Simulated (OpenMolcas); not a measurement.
# GeH4O2 (SMILES [OH][GeH2][OH]): levels of theory compared

We compute a comparison of 6 runs (B3LYP/6-31G*, B2PLYP/cc-pVDZ, TPSS/cc-pVDZ, r2SCAN/cc-pVDZ, revPBE/cc-pVDZ, MP2/cc-pVDZ) of GeH4O2. 

The calculation is run with OpenMolcas 26.06.

1 further run of the same task is left out (set aside as unsound or not needed).

## (1) The system as given

GeH4O2: 7 atoms, total charge 0, spin state singlet. SMILES: `[OH][GeH2][OH]`. The shape is that of a PBE0-D4/def2-TZVP optimisation. This is one conformer, not always the lowest.

Bond lengths: O1–Ge2 1.776 Å, Ge2–O3 1.773 Å, O1–H4 0.959 Å, Ge2–H5 1.543 Å, Ge2–H6 1.525 Å, O3–H7 0.959 Å. Angles: O1–Ge2–O3 110.8°, O1–Ge2–H5 108.6°, O1–Ge2–H6 106.6°, O3–Ge2–H5 109.7°, O3–Ge2–H6 104.9°, Ge2–O1–H4 113.3°, Ge2–O3–H7 113.6°, H5–Ge2–H6 116.1°.

## (2) Energy and forces at B3LYP/6-31G(d) (Cartesian functions) (run 1)

mol.inp

```
>>> EXPORT MOLCAS_PRINT=2

&GATEWAY
 BasLib=$CurrDir
 Coord
 7
 angstrom
 O       -1.491300      -0.416000      -0.173900
 Ge       0.023500       0.377000       0.305300
 O        1.347400      -0.798900       0.400600
 H       -1.634900      -0.418700      -1.122100
 H        0.363400       1.460500      -0.739100
 H       -0.172500       0.863100       1.737300
 H        1.625600      -1.135200      -0.453800
 Basis=6-31Gs
 Group=NoSym

&SEWARD
 GridInput
 Grid=UltraFine
 End of Grid

&SCF
 KSDFT=B3LYP
 Thresholds=1e-10 1e-07 1e-07 1e-05
 PrOrbitals=1 1

&ALASKA
```

The basis set 6-31G* is read from a file made from the Basis Set Exchange's data (not shown).

Started as:

```sh
$ export MOLCAS_MEM=1860
$ pymolcas mol.inp > mol.log
```

The log of the run:

```text
--- Start Module: gateway ---
[...]
--- Stop Module: gateway /rc=_RC_ALL_IS_WELL_ ---
[...]
      Basis functions           73
[...]
--- Start Module: scf ---
[...]
       Convergence after  13 Iterations
[...]
::    Total KS-DFT energy                           -2229.6374142301
[...]
      Total spin, S                                     0.0000000000
[...]
      Total electronic charge=   52.000000
      Total            charge=   -0.000000
[...]
      Dipole Moment (debye):
      Origin of the operator (angstrom)=   -0.0035    0.0838    0.2330
                   X=  3.4578E-01               Y=  9.3627E-01               Z= -2.6280E+00           Total=  2.8111E+00
      Quadrupole Moment (debye*angstrom):
[...]
 *              Molecular gradients               *
 **************************************************
  Irreducible representation: a
 ------------------------------------------------------------------------------------------
                              X                       Y                       Z
 ------------------------------------------------------------------------------------------
  O1                8.23258727071874E-03    3.68069032619367E-03   -8.15556190410893E-03
  GE2              -5.24449865214827E-04   -3.70136236487539E-03    1.18949085730247E-03
  O3               -5.51567163782707E-03    2.65863531338439E-03   -1.08762193487424E-02
  H4                2.77246580018264E-04   -6.29646177670140E-04    9.35343706724456E-03
  H5               -7.25008008727990E-04   -3.44316106877951E-03    2.03327040004808E-03
  H6                1.42371515606143E-04   -9.77266958333889E-04   -2.25249106346226E-03
  H7               -1.88707585462922E-03    2.41211093023530E-03    8.70807399170292E-03
 ------------------------------------------------------------------------------------------
[...]
```

Run time: 28 s. Hardware: 1 thread of Intel Xeon Platinum 8259CL at 2.50GHz (Skylake/Cascade Lake), shared host; peak memory 0.42 GiB.

## (3) A single-point energy at B2PLYP/cc-pVDZ (run 2)

mol.input

```
* GeH4O2 Kohn-Sham DFT

&gateway
  baslib=$CurrDir
  coord
  7
  bohr
  O     -2.81814857    -0.78612607    -0.32862337
  Ge     0.04440856     0.71242675     0.57693339
  O      2.54621698    -1.50970220     0.75702429
  H     -3.08951324    -0.79122833    -2.12046168
  H      0.68672647     2.75994501    -1.39669658
  H     -0.32597776     1.63102262     3.28302120
  H      3.07193879    -2.14521710    -0.85755772
  basis=cc-pVDZ
  group=NoSym

&seward
  gridinput
  Grid=UltraFine
  End of Grid

&scf
  ksdft=B2PLYP_SCF
  thresholds=1e-10 1e-07 1e-07 1e-05
  prorbitals=1 1

&mbpt2
  frozen=11
```

The basis set cc-pVDZ is read from a file made from the Basis Set Exchange's data (not shown).

Started as:

```sh
$ export MOLCAS_MEM=1860
$ pymolcas mol.input > mol.log
```

The log of the run:

```text
--- Start Module: gateway ---
[...]
--- Stop Module: gateway /rc=_RC_ALL_IS_WELL_ ---
[...]
      Basis functions           75
[...]
--- Start Module: scf ---
[...]
       Convergence after  13 Iterations
[...]
::    Total KS-DFT energy                           -2229.1529136760
[...]
      Total spin, S                                     0.0000000000
[...]
      Total electronic charge=   52.000000
      Total            charge=   -0.000000
[...]
      Dipole Moment (debye):
      Origin of the operator (angstrom)=   -0.0035    0.0838    0.2330
                   X=  3.4408E-01               Y=  9.5823E-01               Z= -2.5090E+00           Total=  2.7077E+00
      Quadrupole Moment (debye*angstrom):
[...]
--- Stop Module: scf /rc=_RC_ALL_IS_WELL_ ---
[...]
--- Start Module: mbpt2 ---
[...]
 ###    WARNING: MP2 implementation intended for RHF references only         ###
 ###############################################################################
MBPT2 WARNING: Reference function according to RunFile:KS-DFT
I'll assume you know what you're doing and continue
WARNING!
Default frozen orbitals as non valence orbitals is overwritten by user input.
Default values:  16
[...]
       Reference weight ( Cref**2 )         =        0.81523
::    Total MBPT2 energy                            -2229.7649953866
[...]
      Total MBPT2 calculations                           0.23      0.26
--- Stop Module: mbpt2 /rc=_RC_ALL_IS_WELL_ ---
[...]
```

Run time: 23 s. Hardware: 1 thread of Intel Xeon Platinum 8259CL at 2.50GHz (Skylake/Cascade Lake), shared host; peak memory 0.43 GiB.

## (4) Energy and forces at TPSS/cc-pVDZ (run 3)

run.inp

```
* GeH4O2 Kohn-Sham DFT

&GATEWAY
 BasLib=$CurrDir
 Coord
 7
 angstrom
 O       -1.491300      -0.416000      -0.173900
 Ge       0.023500       0.377000       0.305300
 O        1.347400      -0.798900       0.400600
 H       -1.634900      -0.418700      -1.122100
 H        0.363400       1.460500      -0.739100
 H       -0.172500       0.863100       1.737300
 H        1.625600      -1.135200      -0.453800
 Basis=cc-pVDZ
 Group=NoSym

&SEWARD
 GridInput
 Grid=UltraFine
 End of Grid

&SCF
 KSDFT=2
 1.0 MGGA_X_TPSS
 1.0 MGGA_C_TPSS
 Thresholds=1e-10 1e-07 1e-07 1e-05
 PrOrbitals=1 1

&ALASKA
```

The basis set cc-pVDZ is read from a file made from the Basis Set Exchange's data (not shown).

Started as:

```sh
$ export MOLCAS_MEM=1860
$ pymolcas run.inp > run.log
```

The log of the run:

```text
--- Start Module: gateway ---
[...]
--- Stop Module: gateway /rc=_RC_ALL_IS_WELL_ ---
[...]
      Basis functions           75
[...]
--- Start Module: scf ---
[...]
       Convergence after  14 Iterations
[...]
::    Total KS-DFT energy                           -2229.8512450733
[...]
      Total spin, S                                     0.0000000000
[...]
      Total electronic charge=   52.000000
      Total            charge=   -0.000000
[...]
      Dipole Moment (debye):
      Origin of the operator (angstrom)=   -0.0035    0.0838    0.2330
                   X=  2.8715E-01               Y=  6.3191E-01               Z= -2.3633E+00           Total=  2.4631E+00
      Quadrupole Moment (debye*angstrom):
[...]
 *              Molecular gradients               *
 **************************************************
  Irreducible representation: a
 ------------------------------------------------------------------------------------------
                              X                       Y                       Z
 ------------------------------------------------------------------------------------------
  O1                1.36092188731887E-02    7.25831645463870E-03   -1.38775779558217E-02
  GE2              -1.64232440606149E-03   -1.33669128800378E-02    1.94854795393207E-03
  O3               -8.88290559805327E-03    5.51162746755551E-03   -1.82806845004677E-02
  H4                1.19566173083863E-03   -5.01437143670735E-04    1.61377430904572E-02
  H5               -7.46582544256968E-04   -3.59362505280192E-03    1.50307304329456E-03
  H6                1.65151503355832E-04   -7.59458774228783E-05   -2.24909102698501E-03
  H7               -3.69821955897187E-03    4.76797703153053E-03    1.48179893956408E-02
 ------------------------------------------------------------------------------------------
[...]
```

It took 44 s on 1 thread of Intel Xeon Platinum 8259CL at 2.50GHz (Skylake/Cascade Lake), shared host; peak memory 0.43 GiB.

Runs 4 to 5 aren't shown in full; the table further down has their settings and results.

## (5) A single-point energy at MP2/cc-pVDZ (run 6)

test.inp

```
* GeH4O2 MP2
>>> EXPORT MOLCAS_PRINT=2
&gateway
baslib=$CurrDir
coord
7
angstrom
O       -1.491300      -0.416000      -0.173900
Ge       0.023500       0.377000       0.305300
O        1.347400      -0.798900       0.400600
H       -1.634900      -0.418700      -1.122100
H        0.363400       1.460500      -0.739100
H       -0.172500       0.863100       1.737300
H        1.625600      -1.135200      -0.453800
basis=cc-pVDZ
group=NoSym
&seward
&scf
thresholds=1e-10 1e-07 1e-07 1e-05
prorbitals=1 1
&mbpt2
frozen=11
```

The basis set cc-pVDZ is read from a file made from the Basis Set Exchange's data (not shown).

Started as:

```sh
$ export MOLCAS_MEM=1860
$ pymolcas test.inp > test.log
```

The log of the run:

```text
--- Start Module: gateway ---
[...]
--- Stop Module: gateway /rc=_RC_ALL_IS_WELL_ ---
[...]
      Basis functions           75
[...]
--- Start Module: scf ---
[...]
       Convergence after  14 Iterations
[...]
::    Total SCF energy                              -2227.4320011601
[...]
      Total spin, S                                     0.0000000000
[...]
      Total electronic charge=   52.000000
      Total            charge=   -0.000000
[...]
      Dipole Moment (debye):
      Origin of the operator (angstrom)=   -0.0035    0.0838    0.2330
                   X=  3.7926E-01               Y=  1.1324E+00               Z= -2.6345E+00           Total=  2.8926E+00
      Quadrupole Moment (debye*angstrom):
[...]
--- Stop Module: scf /rc=_RC_ALL_IS_WELL_ ---
[...]
--- Start Module: mbpt2 ---
[...]
WARNING!
Default frozen orbitals as non valence orbitals is overwritten by user input.
Default values:  16
[...]
       Reference weight ( Cref**2 )         =        0.87370
::    Total MBPT2 energy                            -2227.9317678817
[...]
      Total MBPT2 calculations                           0.24      0.28
--- Stop Module: mbpt2 /rc=_RC_ALL_IS_WELL_ ---
[...]
```

Wall time 6.6 s (1 thread of Intel Xeon Platinum 8259CL at 2.50GHz (Skylake/Cascade Lake), shared host); peak memory 0.43 GiB.

## (6) Overview of the runs

```csv
run,level,Cartesian functions,task,energy (Eh),dipole moment (D) of the reference,HOMO energy (eV),LUMO energy (eV),wall time
1,B3LYP/6-31G* (Cartesian functions),yes,gradient,-2229.637414,2.81,-8.10,0.36,28 s
2,B2PLYP/cc-pVDZ,no,energy,-2229.318176,2.71,-9.99,2.02,23 s
3,TPSS/cc-pVDZ,no,gradient,-2229.851245,2.46,-6.78,0.10,44 s
4,r2SCAN/cc-pVDZ,no,gradient,-2229.775088,2.55,-7.09,0.42,40 s
5,revPBE/cc-pVDZ,no,gradient,-2229.645277,2.42,-6.60,0.00,32 s
6,MP2/cc-pVDZ,no,energy,-2227.931768,2.89,-12.50,4.13,6.6 s
```

## (7) Summary of results

```
                                           quantity           value
                                run 6: total energy  -2227.93177 Eh
          run 6: dipole moment (mean-field density)          2.89 D
         run 6: HOMO energy (Hartree–Fock orbitals)       -12.50 eV
         run 6: LUMO energy (Hartree–Fock orbitals)         4.13 eV
       run 6: HOMO–LUMO gap (Hartree–Fock orbitals)        16.63 eV
run 6: correlation energy (11 core orbitals frozen)      -499.8 mEh
```

Over runs 1, 2, 3, 4, 5 the dipole moment (its size) runs from 2.42 D (revPBE/cc-pVDZ) to 2.81 D (B3LYP/6-31G*). The two ends differ in method and basis. Over runs 1, 2, 3, 4, 5 the HOMO–LUMO gap runs from 6.60 eV (revPBE/cc-pVDZ) to 12.01 eV (B2PLYP/cc-pVDZ). A double hybrid's value is that of its SCF part. For B2PLYP the log adds the whole second-order term; the table takes 0.27 of it, as the functional is defined. Totals of different functionals can't be ranked against each other. All runs together took 2.9 min, the longest 44 s.
